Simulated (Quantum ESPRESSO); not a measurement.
Na2Sc:

```
Na Sc
1.0
     3.37309    0.00000    0.00000
    -1.68654    2.92118    0.00000
     0.00000    0.00000    5.63005
Na Sc
2 1
Cartesian
  0.0000 1.9475 1.4075
  1.6865 0.9737 4.2225
  0.0000 0.0000 0.0000
```

The cell was built by a generator and needn't be a form met in nature.

Base run:

| Quantity | Value |
| --- | --- |
| Program | Quantum ESPRESSO 7.5 |
| Functional | PBE |
| Potentials or basis | SSSP 1.3 efficiency PBE |
| Cutoff | 816 eV |
| Density cutoff | 5987 eV |
| k mesh | 9 × 9 × 5 |
| Occupations | fermi-dirac, width 0.05 eV |
| Spin | no spin polarisation |

Its results: band gap on the k mesh none (metal or under the smearing width); pressure 29.5 GPa; largest force 3.979 eV/Å.

The run is repeated on the same cell with these changes: functional from PBE to vdW-DF; occupations from fermi-dirac, width 0.05 eV to cold, width 0.05 eV. What comes out?

Band gap on the k mesh none (metal or under the smearing width); pressure 30.1 GPa; largest force 3.952 eV/Å.

Caveats: a pressure of tens of GPa on the cell as given is suspect, and the run, the potentials or the cell itself is likely at fault; forces of over 1 eV/Å show positions far from the minimum, so gaps and moduli don't describe the material at rest (some runs); the potentials were made for another functional, which shifts forces and pressure (some runs).
